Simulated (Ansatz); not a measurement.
# CoO: the cost of one run

Method: DFT PBE+U, scalar-relativistic, plane waves, PAW, in Ansatz 0.2.0.

1 further run of the same task is left out (set aside as unsound or not needed).

### Step 1. Starting point

It takes space group R-3m (No. 166, trigonal). Conventional cell: a = 3.074 Å, b = 3.074 Å, c = 7.420 Å, α = 90.00°, β = 90.00°, γ = 120.00°. Co (site symmetry -3m) is surrounded by 6 O at 2.16 Å. O (site symmetry -3m) has 6 Co at 2.16 Å as nearest neighbours.

Coordinates:

```cif
data_structure
_symmetry_space_group_name_H-M 'P 1'
_symmetry_Int_Tables_number 1
_cell_length_a 3.0442
_cell_length_b 3.0442
_cell_length_c 3.0442
_cell_angle_alpha 60.644
_cell_angle_beta 60.644
_cell_angle_gamma 60.644
_cell_volume 20.24
loop_
_atom_site_label
_atom_site_type_symbol
_atom_site_fract_x
_atom_site_fract_y
_atom_site_fract_z
_atom_site_occupancy
Co1 Co 0.00000 0.00000 0.00000 1
O1 O 0.50000 0.50000 0.50000 1
```

It goes back to an entry of the Materials Project, which need not be the stable form.

It is the result of an earlier relaxation at this level (volume 10.12 Å³/atom; gap on the mesh: 1.17 eV, site moments up to 2.6 μB).

### Step 2. The reference run: elastic constants

input.yaml

```yaml
crystal:
  lattice:
    - [1.5369143799, 0.8873379309, 2.4734269516]
    - [-1.5369143799, 0.8873379309, 2.4734269516]
    - [0.0, -1.7746758619, 2.4734269516]
  atoms:
    - { symbol: Co, position: [0.0, 0.0, 0.0], spin: 2.88 }
    - { symbol: O, position: [0.5, 0.5, 0.5], spin: 0.24 }
basis:
  ecutwfc: 420
kpoints:
  mp_grid: { grid: [12, 12, 12] }
hamiltonian:
  xc: pbe
  hubbard: { sites: [{ species: Co, l: d, u_eff: 3.32 }] }
scf:
  occupations: { method: gaussian, width: 0.02 }
output:
  forces: true
  stress: true
  eigenvalues: true
  populations: true
magnetization:
  spin_polarized: true
elastic:
  mode: relaxed_ion
  stencil: two_point
```

Command:

```bash
> ansatz run input.yaml --threads 1 --pin off --max-ram 3072MiB --backend cpu --events-out ev --progress --plain --runs-dir out
```

What time and memory should one allow on 1 thread of Arm Neoverse V2, shared host?

About 3.7 min, with a peak of 1.2 GiB.
